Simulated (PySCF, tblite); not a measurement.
# C₄H₆BrGeN: geometry, infrared bands and NMR shifts

What infrared bands and NMR shifts should C₄H₆BrGeN (`N#[C][GeH2][C@@H]1C[C@@H]1Br`) show?

Programs: tblite 0.8.0 and PySCF 2.14.0, with density-fitted response routines of our own. Each step states its level of theory. These are calculated values for one molecule in the gas phase, unless marked as measured. Atoms are numbered from 0 throughout.

## (1) The starting structure

13 atoms, charge 0, multiplicity 1; geometry from: force field or distance geometry start.

Bonds of the start (Å): N0–C1 1.17, C1–Ge2 1.92, Ge2–C3 1.96, C3–C4 1.51, C4–C5 1.49, C5–Br6 1.94, C5–C3 1.51, Ge2–H7 1.53, Ge2–H8 1.54, C3–H9 1.11, C4–H10 1.11, C4–H11 1.10, C5–H12 1.10.

## (2) Optimising the geometry with GFN2-xTB

What the job is given:

```
{"job": {"kind": "relax", "xc": "GFN2-xTB", "basis": "xTB"}, "charge": 0, "multiplicity": 1}
N      1.798800     2.421700    -0.948700
C      1.648000     1.381200    -0.444600
Ge     1.452900    -0.345000     0.380000
C     -0.366000    -0.975300     0.030100
C     -1.134100    -0.039100    -0.873800
C     -1.444600    -0.079900     0.580000
Br    -0.775000     1.312800     1.749300
H      2.454000    -1.276200    -0.311100
H      1.767500    -0.213800     1.882300
H     -0.563000    -2.066700    -0.074600
H     -0.605300     0.881400    -1.207400
H     -1.792200    -0.537000    -1.606100
H     -2.445500    -0.463700     0.827000
```

Launch:

```
$ OMP_NUM_THREADS=1 python probes_run.py task.json out
```

This one command runs all jobs of the session in turn.

Output:

```text
step      E/eV     max force
  0    -556.65237    2.582
  1    -556.56000    8.094
  2    -556.76969    0.611
  3    -556.79470    0.549
  4    -556.83514    0.418
  5    -556.84979    0.329
  6    -556.86700    0.340
  7    -556.87719    0.329
  8    -556.88955    0.263
  9    -556.89655    0.203
 10    -556.90055    0.172
 11    -556.90256    0.129
 12    -556.90424    0.119
 13    -556.90612    0.138
 14    -556.90800    0.135
 15    -556.90942    0.111
 16    -556.91038    0.077
 17    -556.91126    0.072
 18    -556.91223    0.075
 19    -556.91310    0.082
 20    -556.91371    0.063
 21    -556.91419    0.064
 22    -556.91471    0.068
 23    -556.91534    0.068
 24    -556.91589    0.059
 25    -556.91624    0.044
 26    -556.91648    0.045
 27    -556.91677    0.050
 28    -556.91718    0.074
 29    -556.91768    0.079
 30    -556.91815    0.055
 31    -556.91855    0.067
 32    -556.91890    0.052
 33    -556.91923    0.049
 34    -556.91949    0.039
 35    -556.91965    0.038
 36    -556.91978    0.035
 37    -556.91990    0.039
 38    -556.92003    0.040
 39    -556.92015    0.036
 40    -556.92024    0.039
 41    -556.92031    0.028
 42    -556.92037    0.021
 43    -556.92040    0.012
 44    -556.92042    0.007
```

Run time: 0.51 s. Hardware: 1 thread of Arm Neoverse N1, shared host; peak memory 0.18 GiB.

Along the way: (not every step is listed) (the energy doesn't fall at every step)

```tsv
step	energy from step 0 (eV)	largest force (eV/Å)
0	0.0000	2.5821
1	0.0924	8.0945
2	-0.1173	0.6106
3	-0.1423	0.5493
4	-0.1828	0.4184
5	-0.1974	0.3288
6	-0.2146	0.3398
7	-0.2248	0.3288
8	-0.2372	0.2629
11	-0.2502	0.1291
14	-0.2556	0.1346
17	-0.2589	0.0718
20	-0.2613	0.0635
23	-0.2630	0.0683
26	-0.2641	0.0451
29	-0.2653	0.0793
32	-0.2665	0.0524
35	-0.2673	0.0384
38	-0.2677	0.0400
39	-0.2678	0.0363
40	-0.2679	0.0390
41	-0.2679	0.0282
42	-0.2680	0.0212
43	-0.2680	0.0122
44	-0.2681	0.0073
```

Close pairs (by a distance rule), those that changed most:

```tsv
bond	before (Å)	after (Å)	change (Å)
Ge2–H8	1.540	1.497	-0.043
C4–H10	1.113	1.083	-0.030
Ge2–H7	1.532	1.502	-0.030
C3–H9	1.114	1.085	-0.029
C4–H11	1.103	1.081	-0.022
N0–C1	1.166	1.144	-0.022
C5–H12	1.100	1.080	-0.020
C3–C5	1.506	1.494	-0.012
```

The final coordinates are the input of the step that follows.

## (3) Harmonic vibrations with GFN2-xTB

What the job is given:

```
{"job": {"kind": "ir", "xc": "GFN2-xTB", "basis": "xTB"}, "charge": 0, "multiplicity": 1}
N      1.957792     2.374414    -0.921696
C      1.800177     1.359978    -0.416161
Ge     1.502821    -0.352593     0.386359
C     -0.338944    -0.907325    -0.018062
C     -1.199855    -0.030293    -0.890126
C     -1.462937    -0.118001     0.569771
Br    -0.997825     1.390718     1.676322
H      2.481459    -1.290954    -0.260949
H      1.791352    -0.237317     1.850784
H     -0.501839    -1.976685    -0.099633
H     -0.772286     0.886976    -1.274590
H     -1.911042    -0.493478    -1.560094
H     -2.353262    -0.604954     0.940348
```

Output:

```text
mode    cm-1     km/mol
  1      47.0      1.56
  2      77.3      2.50
  3      98.5      8.05
  4     214.0      4.33
  5     264.7      6.92
  6     297.8      3.50
  7     311.1      1.95
  8     353.0      8.44
  9     465.6     53.60
 10     479.0     43.63
 11     534.5     21.11
 12     586.1      9.10
 13     635.9     12.67
 14     677.2    199.70
 15     816.7    156.57
 16     856.6      9.02
 17     938.1      3.93
 18     966.3      4.08
 19    1003.3     16.22
 20    1059.6      0.83
 21    1074.7      1.70
 22    1083.7      7.79
 23    1179.7     31.03
 24    1224.8     19.59
 25    1337.1     12.55
 26    1452.9     13.86
 27    1984.8    233.09
 28    2045.2    411.29
 29    2339.6     25.44
 30    3012.8     19.20
 31    3057.5      3.14
 32    3062.7      8.28
 33    3078.5     22.41
```

Run time: 0.74 s. Hardware: 1 thread of Arm Neoverse N1, shared host; peak memory 0.18 GiB.

The strongest bands and the atoms that carry them (share of the mass-weighted mode):

```tsv
cm⁻¹	km/mol	atoms
466	53.6	H7 24 %, H8 19 %, C1 18 %, N0 14 %
479	43.6	N0 27 %, C1 23 %, Ge2 19 %, H8 11 %
677	199.7	H7 63 %, H8 24 %
817	156.6	H8 52 %, H7 46 %
1180	31.0	H12 38 %, H9 37 %, C4 11 %
1985	233.1	H7 72 %, H8 27 %
2045	411.3	H8 72 %, H7 27 %
2340	25.4	C1 57 %, N0 43 %
```

## (4) Nuclear shieldings: PBE0/pcSseg-1

Settings changed since step 3:

```diff
@@ -1,2 +1,2 @@
-{"job": {"kind": "ir", "xc": "GFN2-xTB", "basis": "xTB"}, "charge": 0, "multiplicity": 1}
+{"job": {"kind": "nmr", "xc": "PBE0", "basis": "pcSseg-1"}, "charge": 0, "multiplicity": 1}
 N      1.957792     2.374414    -0.921696
```

With the program's defaults for keys left out, this is: GIAO PBE0/pcSseg-1 NMR shielding, non-relativistic, gas phase.

Output:

```text
coarse grid: 55424 points
cycle   1  E = -4860.4702545068  dE = -9.425e-01  |g| = 1.164e+00  |ddm| = 3.629e+00
cycle   2  E = -4860.3343909965  dE =  1.359e-01  |g| = 1.259e+00  |ddm| = 1.184e+00
cycle   3  E = -4860.5064881552  dE = -1.721e-01  |g| = 5.296e-01  |ddm| = 9.562e-01
cycle   4  E = -4860.5628618256  dE = -5.637e-02  |g| = 1.410e-01  |ddm| = 3.305e-01
cycle   5  E = -4860.5660351670  dE = -3.173e-03  |g| = 1.955e-02  |ddm| = 8.745e-02
cycle   6  E = -4860.5660920719  dE = -5.690e-05  |g| = 5.613e-03  |ddm| = 1.936e-02
cycle   7  E = -4860.5660988912  dE = -6.819e-06  |g| = 2.193e-03  |ddm| = 6.971e-03
final grid: 114168 points
cycle   8  E = -4860.5660630067  dE =  1.241e-06  |g| = 3.103e-03  |ddm| = 4.670e-03
cycle   9  E = -4860.5660596112  dE =  3.395e-06  |g| = 4.811e-03  |ddm| = 7.158e-03
cycle  10  E = -4860.5660651990  dE = -5.588e-06  |g| = 5.945e-04  |ddm| = 4.414e-03
cycle  11  E = -4860.5660652694  dE = -7.040e-08  |g| = 1.019e-04  |ddm| = 3.688e-04
cycle  12  E = -4860.5660652716  dE = -2.233e-09  |g| = 1.608e-05  |ddm| = 7.804e-05
cycle  13  E = -4860.5660652716  dE = -6.094e-11  |g| = 2.400e-06  |ddm| = 1.484e-05
converged SCF energy = -4860.5660652716

GIAO shielding tensors (ppm)
atom      isotropic    diamagn.    paramagn.     s11        s22        s33       span
  0 N      -99.518     337.129    -436.646   -303.340   -289.981    294.768    598.108
  1 C       65.005     262.824    -197.819    -52.081    -44.285    291.381    343.462
  2 Ge    1519.166    2752.188   -1233.022   1413.700   1527.795   1616.004    202.304
  3 C      177.031     252.981     -75.950    134.311    176.438    220.344     86.033
  4 C      170.686     250.594     -79.908    136.069    166.814    209.175     73.106
  5 C      150.958     250.476     -99.518    109.049    132.848    210.977    101.928
  6 Br    2163.942    3123.497    -959.555   1659.880   1929.994   2901.951   1242.070
  7 H       27.278      26.720       0.558     20.320     21.616     39.899     19.579
  8 H       26.896      26.978      -0.082     19.874     22.938     37.876     18.001
  9 H       30.934      31.271      -0.337     23.014     26.767     43.021     20.007
 10 H       30.274      31.095      -0.821     24.418     29.543     36.862     12.445
 11 H       30.235      30.201       0.033     24.345     25.158     41.201     16.856
 12 H       28.408      30.490      -2.082     19.728     26.238     39.257     19.529
```

Run time: 81 s. Hardware: 1 thread of Arm Neoverse N1, shared host; peak memory 0.84 GiB.

Shifts follow as δ = σ(reference) − σ, with reference shieldings (ppm) from runs at the same level and on the same kind of geometry: ¹H TMS 31.72, ¹³C TMS 186.9, ¹⁵N NH3 267.7, ⁷³Ge GeMe4 1331, ⁷⁹Br HBr 2622. The references are single molecules in the gas phase, so shifts against H2O, NH3, PH3, H3PO4 or CFCl3 are not on the usual liquid scales and can be off by tens of ppm.

```tsv
atoms	environment	σ (ppm)	δ (ppm)
C1	nitrile carbon	65.0	121.9
C5	three-membered-ring carbon bearing a halogen	151.0	36.0
C4	three-membered-ring carbon	170.7	16.2
C3	three-membered-ring carbon	177.0	9.9
H8	hydrogen on a germanium bonded to 2 C	26.90	4.82
H7	hydrogen on a germanium bonded to 2 C	27.28	4.44
H12	hydrogen on a three-membered-ring carbon bearing a halogen	28.41	3.31
H11	hydrogen on a three-membered-ring carbon	30.23	1.48
H10	hydrogen on a three-membered-ring carbon	30.27	1.44
H9	hydrogen on a three-membered-ring carbon	30.93	0.78
N0	nitrile nitrogen	-99.5	367.2
Ge2	germanium bonded to 2 C, 2 H	1519	-188
Br6	bromine bonded to C	2164	458
```

Charges from the same density, by scheme (e):

```tsv
atoms	Mulliken	IAO	Hirshfeld	ESP fit
N0	-0.23	-0.20	-0.21	-0.41
C1	-0.18	-0.13	-0.04	0.23
Ge2	0.60	0.65	0.38	0.27
C3	-0.51	-0.38	-0.12	-0.25
C4	-0.11	-0.27	-0.09	-0.26
C5	-0.17	-0.17	-0.03	-0.25
Br6	-0.10	-0.02	0.00	-0.04
```

Mayer bond orders: N0–C1 2.95, C1–Ge2 0.77, Ge2–C3 0.85, C3–C4 0.92, C4–C5 0.92, C5–Br6 1.02, C5–C3 0.90.

Ring of atoms C3, C4, C5: NICS(0) -42.7, NICS(1) -8.4, NICS(1)zz -21.9 ppm (means of both faces).

The two faces differ (NICS(1)zz -18.2 and -25.5 ppm).

In rings of three or four atoms NICS is ruled by the nearby σ bonds, so it says little on aromaticity.

Orbitals, density, ELF and potential are computed afterwards from the orbital file.

Frontier orbitals at PBE0/pcSseg-1, with the share of their density that lies nearest to each atom:

```tsv
orbital	energy (eV)	lies on
HOMO	-7.96	Br6 70 %; C5 10 %; C4 8 %
LUMO	-0.67	Br6 28 %; C5 17 %; N0 10 %
```

ELF in a plane through or near 4 of the atoms.

Ten even steps from ' ' (0.00) to '@' (0.97):
```
                                                        
                                                        
        ..==****==::                                    
      ::++%%@@@@%%**::                                  
      ==##@@@@@@@@##==..      ....                      
      ==##@@==%%++##==..  ..**%%%%--                    
      --++##++++%%%%**::  --%%@@@@++::..                
      ::--**%%**::--**--  ::##%%%%**++==..              
      ..--++##==--++%%--    ..==++##%%**..              
        ..==##%%@@@@++--::::::==++####==..              
          ..--==::..--..==%%**++****--::....            
            ..::::##====--@@**----++::..::..            
          ..--==..--**::::%%##**##**..                  
          ..--++++--..::--====##%%##::                  
          ..::--====::....  ..==****::                  
              ......            ..                      
                                                        
                                                        
                                                        
                                                        
```
The map spans 10.2 Å across and 9.3 Å up, centred on the molecule. Atoms in the plane (x, y in Å): N0 (-2.5, 2.0), C1 (-2.1, 1.0), Ge2 (-1.4, -0.8), C3 (0.6, -0.7).

log10 of the density (e/Å³) in the same plane.

Ten even steps from ' ' (-4.0) to '@' (2.0):
```
                                                        
          ..::::....                                    
      ::::--====----::....                              
    ..----==++++++==--::::............                  
  ..::--==++******++==----::::----::::....              
  ::--==++**%%@@##**++==--==========----::::..          
  ::--==++**######**++======++++++++====----::..        
  ..::--==++**######**++====++******++++==--::..        
  ..::--==++****%%##**++====++****##****====--::..      
  ....----==++********++++++++****##****++==--::..      
    ..::--==++++****##****************++++==--::..      
    ..::::--==++##%%@@##****##%%##**++++====--::..      
    ..::::--==++**##%%##************++==----::..        
    ..::::--==++++****++++++++++++++==----::..          
      ..::--====++++++==============----::..            
      ....::------------------------::::..              
          ..::::::::::::::....::::....                  
            ..............                              
                                                        
                                                        
```
The map spans 10.2 Å across and 9.3 Å up, centred on the molecule. Atoms in the plane (x, y in Å): N0 (-2.5, 2.0), C1 (-2.1, 1.0), Ge2 (-1.4, -0.8), C3 (0.6, -0.7).

On the surface of density 0.002 e/bohr³ the electrostatic potential runs, from the 1st to the 99th percentile, from -1.76 V near N0 to 1.45 V near H7.

## (5) Outcome

| quantity | value |
| --- | --- |
| strongest single infrared mode (GFN2-xTB) | 2045 cm⁻¹, 411 km/mol |
| zero-point energy (GFN2-xTB) | 52.3 kcal/mol |
| ¹³C shifts against TMS (PBE0/pcSseg-1) | 121.9, 36.0, 16.2, 9.9 ppm |
| ¹H shifts against TMS (PBE0/pcSseg-1) | 4.82, 4.44, 3.31, 1.48, 1.44, 0.78 ppm |
| ¹⁵N shifts against NH3 (PBE0/pcSseg-1) | 367.2 ppm |
| ⁷³Ge shifts against GeMe4 (PBE0/pcSseg-1) | -188 ppm |
| ⁷⁹Br shifts against HBr (PBE0/pcSseg-1) | 458 ppm |
| surface potential, 1st and 99th percentile | -1.76 V and 1.45 V |

In words: Relaxing lowered the energy by 0.268 eV in 44 steps; the close pair that moved most is Ge2–H8, from 1.540 to 1.497 Å. No mode is imaginary among the 33: a minimum at this level. The strongest single mode, at 2045 cm⁻¹, moves mainly H8. GFN2-xTB is a fitted tight-binding method: band positions and strengths are rough. Its intensities can rank the bands wrongly. C5 stands next to heavy halogen, whose spin-orbit shielding this run leaves out, so the computed shift lies too far downfield, most of all for carbon beside Br or I. C1 (nitrile carbon) lies farthest downfield among carbon, at 121.9 ppm; C≡N carbons fall here, among the sp2 signals but without a proton. At PBE0/pcSseg-1: Shielding is most anisotropic at Br6 (span 1242 ppm, paramagnetic term -960 ppm). At PBE0/pcSseg-1, counted by nearest atom on the grid, the HOMO lies on Br6 70 %; C5 10 %, the LUMO on Br6 28 %; C5 17 %. Spin-orbit coupling is left out, which matters for shieldings and couplings at and beside the heavy atoms.
